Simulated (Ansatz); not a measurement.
# H6Si2Sn: harmonic frequencies at the relaxed geometry in Python

At which frequencies does H6Si2Sn vibrate? Wanted for H6Si2Sn: harmonic frequencies at the relaxed geometry.

Program: Ansatz 0.2.0, driven from Python. Level of theory: PBE0+D4/def2-SVP. These are calculated values, not measurements.

## 1. Starting point

Bond lengths: Si1–Si2 2.154 Å, Si1–Sn3 2.462 Å, Si2–Sn3 2.537 Å, Si1–H4 1.455 Å, Si1–H5 1.520 Å, Si2–H6 1.487 Å, Si2–H7 1.487 Å, Sn3–H8 1.750 Å, Sn3–H9 1.794 Å. Angles (14 of 18 angles, heavy atoms first): Si1–Si2–Sn3 62.7°, Si2–Si1–Sn3 66.3°, Si1–Sn3–Si2 51.0°, Si1–Si2–H6 115.5°, Si1–Si2–H7 114.6°, Sn3–Si2–H6 114.1°, Sn3–Si2–H7 114.4°, Si2–Si1–H4 114.2°, Si2–Si1–H5 114.3°, Sn3–Si1–H4 116.1°, Sn3–Si1–H5 113.9°, Si1–Sn3–H8 113.8°, Si1–Sn3–H9 116.1°, Si2–Sn3–H8 112.1°.

No structure file is read: the coordinates are typed or built in the script.

## 2. Script

freq.py

```python
'''Harmonic frequencies of H6Si2Sn at its relaxed geometry.'''

import itertools
import warnings

import ansatz as az
from ase import Atoms
from ase.data import atomic_numbers, covalent_radii
from ase.thermochemistry import IdealGasThermo
import numpy as np


def main() -> None:
    warnings.simplefilter('ignore', az.DeckWarning)

    geometry_ang = [
        ('Si', (-0.8794, 0.3552, -0.885)),
        ('Si', (1.139, 0.661, -0.1983)),
        ('Sn', (-0.2642, -1.0515, 1.0401)),
        ('H', (-0.9759, -0.323, -2.1687)),
        ('H', (-1.8354, 1.4862, -0.5405)),
        ('H', (1.3726, 1.918, 0.5601)),
        ('H', (2.1869, 0.0773, -1.0769)),
        ('H', (0.1667, -2.6917, 0.6068)),
        ('H', (-0.8218, -0.4779, 2.6454)),
    ]
    system = az.Crystal.molecule()
    for symbol, xyz in geometry_ang:
        system = system.atom(symbol, xyz)

    calculation = system.calculation()
    calculation = calculation.basis(gaussian='def2-SVP').functional('PBE0', dispersion='d4')
    symbols = [site.symbol for site in system.cartesian_sites]
    start = np.array([site.position_ang for site in system.cartesian_sites], dtype=float)
    data = calculation.relax(force_tolerance=0.003).run(threads=1).report
    end = np.array(data['positions_ang'])

    # pairs closer than 1.2 times the sum of covalent radii, before or after
    radius = [covalent_radii[atomic_numbers[s]] for s in symbols]
    span = lambda where, i, j: np.linalg.norm(where[i] - where[j])
    bonded = [(i, j) for i, j in itertools.combinations(range(len(symbols)), 2) if min(span(start, i, j), span(end, i, j)) < 1.2 * (radius[i] + radius[j])]
    print('pair        before    after (A)')
    for i, j in bonded:
        print(f'{symbols[i]}{i}-{symbols[j]}{j}'.ljust(10), f'{span(start, i, j):8.4f} {span(end, i, j):8.4f}')
    for first, second in list(itertools.combinations(bonded, 2)):
        shared = set(first) & set(second)
        if shared and symbols[(j := shared.pop())] != 'H':
            i, k = sorted((set(first) | set(second)) - {j})
            u, v = end[i] - end[j], end[k] - end[j]
            angle = np.degrees(np.arccos(np.clip(u @ v / np.linalg.norm(u) / np.linalg.norm(v), -1, 1)))
            print(f'final angle {symbols[i]}{i}-{symbols[j]}{j}-{symbols[k]}{k}: {angle:.2f} deg')

    # frequencies need a stationary point, so they are taken at the relaxed geometry
    minimum = az.Crystal.molecule()
    for symbol, place in zip(symbols, end):
        minimum = minimum.atom(symbol, place.tolist())
    vibrating = (
        minimum.calculation()
        .basis(gaussian='def2-SVP')
        .functional('PBE0', dispersion='d4')
        .phonons(temperatures=(200, 600, 100))
    )
    vib = vibrating.run(threads=1).report['vibrations']
    sums = vib['harmonic_sums']
    modes = [m['omega_inv_cm'] for m in sums['modes_at_gamma'] if m['rigid_motion'] == 'no']
    for number, w in enumerate(modes, start=1):
        print(f'mode {number:2d} {w:9.1f} 1/cm {w / 8065.544 * 1000:8.2f} meV')
    print('imaginary modes:', sum(w < 0 for w in modes), ' zero-point energy:', round(sums['zero_point_energy_ev'], 4), 'eV')
    # rigid rotor and ideal gas, symmetry number taken as one
    gas = IdealGasThermo(vib_energies=[w / 8065.544 for w in modes if w > 0], geometry='linear' if len(modes) == 3 * len(symbols) - 5 else 'nonlinear',
                         atoms=Atoms(symbols, positions=end), symmetrynumber=1, spin=0.0)
    print(f'H(298 K) - E = {gas.get_enthalpy(298.15, verbose=False):.4f} eV')
    print(f'S(298 K, 1 bar) = {96485.33 * gas.get_entropy(298.15, 1e5, verbose=False):.1f} J/(mol K) with symmetry number 1')

    # all hydrogen replaced by deuterium
    heavier = vibrating.phonons(masses={'H': 2.014102}).run(threads=1).report['vibrations']['harmonic_sums']
    print('deuterated (1/cm):', ' '.join(f'{m["omega_inv_cm"]:.0f}' for m in heavier['modes_at_gamma'] if m['rigid_motion'] == 'no'))
    print('zero-point energy falls by', round(sums['zero_point_energy_ev'] - heavier['zero_point_energy_ev'], 4), 'eV')


if __name__ == '__main__':
    main()
```

## 3. What the engine is handed

The engine receives this input (first run):

```yaml
crystal:
  periodic: [false, false, false]
  atoms:
    - { symbol: Si, position_ang: [-0.8794, 0.3552, -0.885] }
    - { symbol: Si, position_ang: [1.139, 0.661, -0.1983] }
    - { symbol: Sn, position_ang: [-0.2642, -1.0515, 1.0401] }
    - { symbol: H, position_ang: [-0.9759, -0.323, -2.1687] }
    - { symbol: H, position_ang: [-1.8354, 1.4862, -0.5405] }
    - { symbol: H, position_ang: [1.3726, 1.918, 0.5601] }
    - { symbol: H, position_ang: [2.1869, 0.0773, -1.0769] }
    - { symbol: H, position_ang: [0.1667, -2.6917, 0.6068] }
    - { symbol: H, position_ang: [-0.8218, -0.4779, 2.6454] }
basis:
  gaussian:
    orbitals: def2-SVP
hamiltonian:
  xc: pbe0
  dispersion: d4
relax:
  f_tol: 0.003
```

## 4. The run

Started as:

```sh
python freq.py
```

What it wrote:

```text
pair        before    after (A)
Si0-Si1      2.1538   2.3556
Si0-Sn2      2.4624   2.5722
Si0-H3       1.4550   1.4929
Si0-H4       1.5205   1.4929
Si1-Sn2      2.5368   2.5722
Si1-H5       1.4865   1.4929
Si1-H6       1.4869   1.4929
Sn2-H7       1.7503   1.7050
Sn2-H8       1.7936   1.7050
final angle Si1-Si0-Sn2: 62.75 deg
final angle Si1-Si0-H3: 117.58 deg
final angle Si1-Si0-H4: 117.63 deg
final angle Si0-Si1-Sn2: 62.75 deg
final angle Si0-Si1-H5: 117.61 deg
final angle Si0-Si1-H6: 117.59 deg
final angle Sn2-Si0-H3: 119.00 deg
final angle Sn2-Si0-H4: 119.08 deg
final angle Si0-Sn2-Si1: 54.50 deg
final angle Si0-Sn2-H7: 119.15 deg
final angle Si0-Sn2-H8: 119.26 deg
final angle H3-Si0-H4: 112.43 deg
final angle Sn2-Si1-H5: 119.08 deg
final angle Sn2-Si1-H6: 119.02 deg
final angle Si1-Sn2-H7: 119.14 deg
final angle Si1-Sn2-H8: 119.25 deg
final angle H5-Si1-H6: 112.43 deg
final angle H7-Sn2-H8: 113.44 deg
mode  1     139.9 1/cm    17.35 meV
mode  2     254.6 1/cm    31.57 meV
mode  3     261.3 1/cm    32.39 meV
mode  4     277.9 1/cm    34.46 meV
mode  5     312.6 1/cm    38.76 meV
mode  6     327.5 1/cm    40.60 meV
mode  7     445.7 1/cm    55.26 meV
mode  8     515.8 1/cm    63.95 meV
mode  9     540.3 1/cm    66.99 meV
mode 10     564.2 1/cm    69.96 meV
mode 11     630.0 1/cm    78.11 meV
mode 12     643.4 1/cm    79.77 meV
mode 13     683.1 1/cm    84.70 meV
mode 14     877.4 1/cm   108.78 meV
mode 15     879.8 1/cm   109.08 meV
mode 16    1930.1 1/cm   239.30 meV
mode 17    1949.6 1/cm   241.72 meV
mode 18    2218.4 1/cm   275.05 meV
mode 19    2218.8 1/cm   275.10 meV
mode 20    2241.3 1/cm   277.89 meV
mode 21    2249.0 1/cm   278.84 meV
imaginary modes: 0  zero-point energy: 1.2498 eV
H(298 K) - E = 1.4677 eV
S(298 K, 1 bar) = 347.6 J/(mol K) with symmetry number 1
deuterated (1/cm): 100 183 208 223 268 291 384 394 416 416 466 469 491 635 647 1369 1387 1585 1587 1622 1628
zero-point energy falls by 0.3343 eV
```

It took 5 min on 1 thread of Arm Neoverse V2, shared host; peak memory 0.33 GiB.

## 5. What changed from run to run

The engine's inputs for the other runs:

Run 2, against run 1:

```diff
@@ -4,9 +4,9 @@
-    - { symbol: Si, position_ang: [-0.8794, 0.3552, -0.885] }
-    - { symbol: Si, position_ang: [1.139, 0.661, -0.1983] }
-    - { symbol: Sn, position_ang: [-0.2642, -1.0515, 1.0401] }
-    - { symbol: H, position_ang: [-0.9759, -0.323, -2.1687] }
-    - { symbol: H, position_ang: [-1.8354, 1.4862, -0.5405] }
-    - { symbol: H, position_ang: [1.3726, 1.918, 0.5601] }
-    - { symbol: H, position_ang: [2.1869, 0.0773, -1.0769] }
-    - { symbol: H, position_ang: [0.1667, -2.6917, 0.6068] }
-    - { symbol: H, position_ang: [-0.8218, -0.4779, 2.6454] }
+    - { symbol: Si, position_ang: [-0.9784805221831798, 0.3784678509684435, -0.9240082490876701] }
+    - { symbol: Si, position_ang: [1.229169636083346, 0.6753948878796329, -0.15779529338966194] }
+    - { symbol: Sn, position_ang: [-0.21983238685241452, -1.0602656613631196, 1.0687078086016506] }
+    - { symbol: H, position_ang: [-1.1668169616088766, -0.2706509284487574, -2.255167688090197] }
+    - { symbol: H, position_ang: [-1.9479830202566835, 1.489291667321948, -0.6895446141062285] }
+    - { symbol: H, position_ang: [1.5568207618463326, 1.96092258775457, 0.5269475391718975] }
+    - { symbol: H, position_ang: [2.3366368008055223, 0.2011241184546116, -1.0394701191299185] }
+    - { symbol: H, position_ang: [0.08794581505061311, -2.719552734148136, 0.8254704012676537] }
+    - { symbol: H, position_ang: [-0.8089601228846593, -0.7011317884191934, 2.627860214762474] }
@@ -19,2 +19,5 @@
-relax:
-  f_tol: 0.003
+phonons:
+  temperatures:
+    t_min: 200.0
+    t_max: 600.0
+    t_step: 100.0
```

Run 3, against run 1:

```diff
@@ -4,9 +4,9 @@
-    - { symbol: Si, position_ang: [-0.8794, 0.3552, -0.885] }
-    - { symbol: Si, position_ang: [1.139, 0.661, -0.1983] }
-    - { symbol: Sn, position_ang: [-0.2642, -1.0515, 1.0401] }
-    - { symbol: H, position_ang: [-0.9759, -0.323, -2.1687] }
-    - { symbol: H, position_ang: [-1.8354, 1.4862, -0.5405] }
-    - { symbol: H, position_ang: [1.3726, 1.918, 0.5601] }
-    - { symbol: H, position_ang: [2.1869, 0.0773, -1.0769] }
-    - { symbol: H, position_ang: [0.1667, -2.6917, 0.6068] }
-    - { symbol: H, position_ang: [-0.8218, -0.4779, 2.6454] }
+    - { symbol: Si, position_ang: [-0.9784805221831798, 0.3784678509684435, -0.9240082490876701] }
+    - { symbol: Si, position_ang: [1.229169636083346, 0.6753948878796329, -0.15779529338966194] }
+    - { symbol: Sn, position_ang: [-0.21983238685241452, -1.0602656613631196, 1.0687078086016506] }
+    - { symbol: H, position_ang: [-1.1668169616088766, -0.2706509284487574, -2.255167688090197] }
+    - { symbol: H, position_ang: [-1.9479830202566835, 1.489291667321948, -0.6895446141062285] }
+    - { symbol: H, position_ang: [1.5568207618463326, 1.96092258775457, 0.5269475391718975] }
+    - { symbol: H, position_ang: [2.3366368008055223, 0.2011241184546116, -1.0394701191299185] }
+    - { symbol: H, position_ang: [0.08794581505061311, -2.719552734148136, 0.8254704012676537] }
+    - { symbol: H, position_ang: [-0.8089601228846593, -0.7011317884191934, 2.627860214762474] }
@@ -19,2 +19,7 @@
-relax:
-  f_tol: 0.003
+phonons:
+  temperatures:
+    t_min: 200.0
+    t_max: 600.0
+    t_step: 100.0
+  masses:
+    - { species: H, mass: 2.014102 }
```

Lines on the test bed's own set-up are left out of the output.

## 6. The engine's runs

The 3 runs, in the order started:

| run | kind of run | energy from run 2 (eV) | SCF cycles in all | CPU time (s) |
| --- | --- | --- | --- | --- |
| 1 | relaxation | 0.0000 | 60 | 25 |
| 2 | phonons | 0.0000 | 329 | 140 |
| 3 | phonons | 0.0000 | 329 | 140 |

## 7. The relaxation of run 1, step by step

Relaxation path:

```
step  E - E(step 1) (eV)  largest force component (eV/Å)
   1              0.0000                          2.8246
   2             -0.4609                          1.0746
   3             -0.5066                          0.4536
   4             -0.5455                          0.0621
   5             -0.5476                          0.0189
   6             -0.5477                          0.0024
```

Step 1 is the start.

Before: Bond lengths: Si1–Si2 2.154 Å, Si1–Sn3 2.462 Å, Si2–Sn3 2.537 Å, Si1–H4 1.455 Å, Si1–H5 1.520 Å, Si2–H6 1.487 Å, Si2–H7 1.487 Å, Sn3–H8 1.750 Å, Sn3–H9 1.794 Å. Angles (14 of 18 angles, heavy atoms first): Si1–Si2–Sn3 62.7°, Si2–Si1–Sn3 66.3°, Si1–Sn3–Si2 51.0°, Si1–Si2–H6 115.5°, Si1–Si2–H7 114.6°, Sn3–Si2–H6 114.1°, Sn3–Si2–H7 114.4°, Si2–Si1–H4 114.2°, Si2–Si1–H5 114.3°, Sn3–Si1–H4 116.1°, Sn3–Si1–H5 113.9°, Si1–Sn3–H8 113.8°, Si1–Sn3–H9 116.1°, Si2–Sn3–H8 112.1°.

After: Bond lengths: Si1–Si2 2.356 Å, Si1–Sn3 2.572 Å, Si2–Sn3 2.572 Å, Si1–H4 1.493 Å, Si1–H5 1.493 Å, Si2–H6 1.493 Å, Si2–H7 1.493 Å, Sn3–H8 1.705 Å, Sn3–H9 1.705 Å. Angles (14 of 18 angles, heavy atoms first): Si1–Si2–Sn3 62.7°, Si2–Si1–Sn3 62.7°, Si1–Sn3–Si2 54.5°, Si1–Si2–H6 117.6°, Si1–Si2–H7 117.6°, Sn3–Si2–H6 119.1°, Sn3–Si2–H7 119.0°, Si2–Si1–H4 117.6°, Si2–Si1–H5 117.6°, Sn3–Si1–H4 119.0°, Sn3–Si1–H5 119.1°, Si1–Sn3–H8 119.1°, Si1–Sn3–H9 119.3°, Si2–Sn3–H8 119.1°.

## 8. Vibrations

Frequencies (cm⁻¹; negative: imaginary): 140, 255, 261, 278, 313, 327, 446, 516, 540, 564, 630, 643, 683, 877, 880, 1930, 1950, 2218, 2219, 2241, 2249.

## 9. Results

| quantity | value |
| --- | --- |
| runs compared | 3 |
| highest frequency | 2249 cm⁻¹ |
| imaginary modes | 0 |
| zero-point energy | 1.250 eV |

What this shows: In CPU time, run 3 cost about 5.4 times as much as run 1. Run 1: After 5 moves the largest shift is 0.234 Å, of atom 8 (H). All frequencies are real, so the geometry is a minimum. The values are harmonic; measured fundamentals also hold anharmonic shifts, mostly downward for stretches. Notes:
- The frequencies are harmonic and unscaled, in a modest basis. The result belongs to the one conformer reached from this start, and soft torsions count as harmonic oscillators.
- def2 sets replace the cores of elements past krypton by effective core potentials.
- The entropy takes a symmetry number of 1; a symmetric molecule's is lower by R ln(sigma).
